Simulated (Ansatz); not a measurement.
# C2H4AlBr: single point from an input written key by key

Wanted for C2H4AlBr: a single point from an input written key by key.

All numbers are computed with the Python package of Ansatz 0.2.0. Level of theory: PBE/def2-SVP.

## Step 1: Starting point

Bond lengths: Br1–C2 1.880 Å, C2–C3 1.493 Å, C2–Al4 1.986 Å, C3–Al4 1.939 Å, C2–H5 1.126 Å, C3–H6 1.118 Å, C3–H7 1.160 Å, Al4–H8 1.606 Å. Angles (14 of 15 angles, heavy atoms first): Br1–C2–C3 112.5°, Br1–C2–Al4 114.3°, C3–C2–Al4 66.0°, C2–C3–Al4 69.3°, C2–Al4–C3 44.7°, Br1–C2–H5 120.3°, C3–C2–H5 115.2°, Al4–C2–H5 116.6°, C2–C3–H6 117.0°, C2–C3–H7 115.3°, Al4–C3–H6 118.7°, Al4–C3–H7 113.6°, C2–Al4–H8 143.4°, C3–Al4–H8 146.6°.

No structure file is read: the coordinates are typed or built in the script.

## Step 2: The script

Contents of deck_c2h4albr.py:

```python
"""C2H4AlBr through the session interface."""

import ansatz as az
import numpy as np
import pandas as pd

DECK = """
crystal:
  periodic: [false, false, false]
  atoms:
    - { symbol: Br, position_ang: [-1.9478, 1.1802, -0.0213] }
    - { symbol: C, position_ang: [-0.3276, 0.4665, -0.6545] }
    - { symbol: C, position_ang: [0.7066, 0.3574, 0.4172] }
    - { symbol: Al, position_ang: [0.0301, -1.3951, -0.0638] }
    - { symbol: H, position_ang: [0.0628, 0.7579, -1.6696] }
    - { symbol: H, position_ang: [0.4451, 0.7768, 1.4205] }
    - { symbol: H, position_ang: [1.7985, 0.5447, 0.0725] }
    - { symbol: H, position_ang: [-0.6755, -2.7454, 0.4431] }
basis:
  gaussian: { orbitals: def2-SVP }
hamiltonian:
  xc: pbe
output:
  forces: true
"""


def main() -> None:
    session = az.Session.from_yaml(DECK)
    summary = session.plan(threads=1).execute().report

    print("reference energy %16.6f eV" % summary["reference_energy_ev"])
    print("total energy     %16.6f eV" % summary["free_energy_ev"])
    print("occupied orbitals outside the frozen core (up, down):", summary["n_occupied"], " frozen:", summary["n_frozen"], " virtual:", summary["n_virtual"])
    symbols = ["Br", "C", "C", "Al", "H", "H", "H", "H"]

    print("forces (eV/A)")
    for symbol, f in zip(symbols, summary["forces_ev_ang"]):
        print(f"  {symbol:2s} {f[0]:9.4f} {f[1]:9.4f} {f[2]:9.4f}")
    charges = summary["charge_distribution"]
    table = pd.DataFrame({"atom": symbols, "mulliken": charges["mulliken_charges_e"], "lowdin": charges["lowdin_charges_e"]})
    print(table.round(3).to_string())
    print("dipole (e A):", np.round(charges["dipole_moment_e_ang"], 4) + 0.0)


if __name__ == "__main__":
    main()
```

## Step 3: Launch

Command:

```sh
$ python deck_c2h4albr.py
```

What it wrote:

```text
reference energy    -78750.713993 eV
total energy        -78750.713993 eV
occupied orbitals outside the frozen core (up, down): [32, 32]  frozen: 0  virtual: [66, 66]
forces (eV/A)
  Br   -0.9911    0.5713   -0.0595
  C     0.5094   -1.2262   -2.0137
  C     2.6859   -0.2558    1.0623
  Al   -0.9250    0.1794    0.5381
  H    -0.6537    0.4993    0.5837
  H     0.4168   -0.0107   -0.3777
  H    -1.3598    0.2256    0.5506
  H     0.3175    0.0171   -0.2838
  atom  mulliken  lowdin
0   Br    -0.038   0.236
1    C    -0.309  -0.288
2    C    -0.232  -0.161
3   Al     0.415   0.187
4    H     0.087   0.023
5    H     0.079   0.028
6    H     0.078   0.052
7    H    -0.080  -0.076
dipole (e A): [ 0.3862 -0.3049 -0.1753]
```

Run time: 3.5 s. Hardware: 1 thread of Arm Neoverse V2, shared host; peak memory 0.23 GiB.

Lines on the test bed's own set-up are left out of the output.

## Step 4: The run's own record

The report of the run holds:

```csv
item,value
SCF cycles in all,24
orbitals,98
total energy (eV),-78750.71399
```

## Step 5: The same input on the command line

The engine's input of that run, saved to a file, gives the whole log.

Contents of input.yaml:

```yaml
crystal:
  periodic: [false, false, false]
  atoms:
    - { symbol: Br, position_ang: [-1.9478, 1.1802, -0.0213] }
    - { symbol: C, position_ang: [-0.3276, 0.4665, -0.6545] }
    - { symbol: C, position_ang: [0.7066, 0.3574, 0.4172] }
    - { symbol: Al, position_ang: [0.0301, -1.3951, -0.0638] }
    - { symbol: H, position_ang: [0.0628, 0.7579, -1.6696] }
    - { symbol: H, position_ang: [0.4451, 0.7768, 1.4205] }
    - { symbol: H, position_ang: [1.7985, 0.5447, 0.0725] }
    - { symbol: H, position_ang: [-0.6755, -2.7454, 0.4431] }
basis:
  gaussian: { orbitals: def2-SVP }
hamiltonian:
  xc: pbe
output:
  forces: true
```

Command:

```sh
$ ansatz run input.yaml --threads 1 --pin off --max-ram 4096MiB --backend cpu --events-out ev --progress --plain --runs-dir out
```

What it wrote (excerpt; [...] marks lines left out):

```text
Warning: RAYON_NUM_THREADS=1 ignored (pool sized by the plan → 1); use --threads N
[...]
Functional definition: PBE
[...]
1086 factors; their error is unknown
[...]
mean field -78750.71395675 eV, -2894.0353587595 hartree, gradient 1.5e-5 eV, S^2 0.000000; 1 other end points of the search recorded, 0 dependent functions left out
[...]
reference -78750.71399339 eV, -2894.0353601058 hartree; 32, 32 occupied and 66, 66 virtual orbitals, 1086 factors
Total energy: -78750.71399339 eV, -2894.0353601058 hartree
Atom 0 at    -1.947800     1.180200    -0.021300 Å, force    -0.991148     0.571300    -0.059513 eV/Å
Atom 1 at    -0.327600     0.466500    -0.654500 Å, force     0.509401    -1.226244    -2.013652 eV/Å
Atom 2 at     0.706600     0.357400     0.417200 Å, force     2.685906    -0.255759     1.062319 eV/Å
Atom 3 at     0.030100    -1.395100    -0.063800 Å, force    -0.925037     0.179384     0.538103 eV/Å
Atom 4 at     0.062800     0.757900    -1.669600 Å, force    -0.653680     0.499284     0.583653 eV/Å
Atom 5 at     0.445100     0.776800     1.420500 Å, force     0.416850    -0.010666    -0.377660 eV/Å
Atom 6 at     1.798500     0.544700     0.072500 Å, force    -1.359752     0.225640     0.550565 eV/Å
Atom 7 at    -0.675500    -2.745400     0.443100 Å, force     0.317461     0.017060    -0.283815 eV/Å
Dipole moment:     0.386168    -0.304927    -0.175271 e Å
```

It took 3.1 s on 1 thread of Arm Neoverse V2, shared host; peak memory 0.13 GiB.

Script and command line differ by 0.000 meV in the energy.

## Step 6: Outcome

```
     quantity           value
 total energy  -78750.7140 eV
largest force      2.900 eV/Å
dipole moment          2.51 D
```

Forces reach 2.90 eV/Å, so the atoms aren't at rest. What to keep in mind:
- The geometry is a force-field or estimated start, not a minimum of this method, and the basis set is short of its limit.
- The Löwdin charges here are taken after orthogonalising the functions within each atom; they differ from plain Löwdin charges, and their signs can be unphysical.
